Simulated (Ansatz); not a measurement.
CH₈OSi₂, SMILES C[SiH2]O[SiH3]: vertical spin-state energies, run with the Python package of Ansatz (0.2.0).

Script `ch8osi2.py`:
```python
"""Gap between spin states of CH8OSi2 at one geometry."""

import ansatz as az
from ase import Atoms

atoms = Atoms(["C", "Si", "O", "Si", "H", "H", "H", "H", "H", "H", "H", "H"], positions=[
    [0.5812, 1.9788, -0.7804],
    [0.7573, 0.3383, -0.0658],
    [-0.6959, -0.4801, 0.11],
    [-1.1167, -1.9368, 0.6749],
    [0.0705, 1.9597, -1.7991],
    [1.4915, 2.5547, -0.9044],
    [-0.081, 2.6467, -0.1543],
    [1.4564, 0.4765, 1.2527],
    [1.6603, -0.4403, -0.8946],
    [-2.664, -2.0191, 0.5722],
    [-0.8267, -2.1064, 2.1258],
    [-0.5558, -3.0273, -0.1029],
])
ch8osi2 = az.Crystal.molecule_from_ase(atoms)

base = (
    ch8osi2.calculation()
    .basis(gaussian="def2-SVP")
    .functional("hf")
)
found = {}
for unpaired in [0, 2, 4]:
    report = base.spin("collinear", total=unpaired).run(threads=1, pin="off").report
    s = unpaired / 2
    found[unpaired] = report["free_energy_ev"]
    print(f"2S+1 = {unpaired + 1}: E = {found[unpaired]:.5f} eV, <S^2> = {abs(report['mean_field']['state']['spin_squared']):.3f} (pure state {s * (s + 1):.2f})")
lowest = min(found, key=found.get)
for unpaired, e in found.items():
    print(f"multiplicity {unpaired + 1}: {23.060548 * (e - found[lowest]):.1f} kcal/mol above the lowest")
```

Which spin state is lowest at this geometry, and how far above lie the others?

In order: multiplicity 1 (+0.00 eV), multiplicity 3 (+8.11 eV) and multiplicity 5 (+16.09 eV), all at the one geometry.

The run itself:

Running `python ch8osi2.py` prints:
```text
2S+1 = 1: E = -18913.61689 eV, <S^2> = 0.000 (pure state 0.00)
2S+1 = 3: E = -18905.51080 eV, <S^2> = 2.013 (pure state 2.00)
2S+1 = 5: E = -18897.53034 eV, <S^2> = 6.014 (pure state 6.00)
multiplicity 1: 0.0 kcal/mol above the lowest
multiplicity 3: 186.9 kcal/mol above the lowest
multiplicity 5: 371.0 kcal/mol above the lowest
```

Reading the output:
- Total energies depend on the basis set; only differences at equal settings carry meaning.
- The geometry is a force-field or estimated start, not a minimum of this method, and the basis set is short of its limit. All parts are taken at fixed geometry, without zero-point energy.
- Hartree-Fock leaves correlation out, so it favours high-spin states too much.
- Finished in 62 s on 1 thread of Intel(R) Xeon(R) 6975P-C (Granite Rapids), on a shared host, peak memory 0.34 GiB.

(Lines on the test bed's own set-up are left out of the output.)
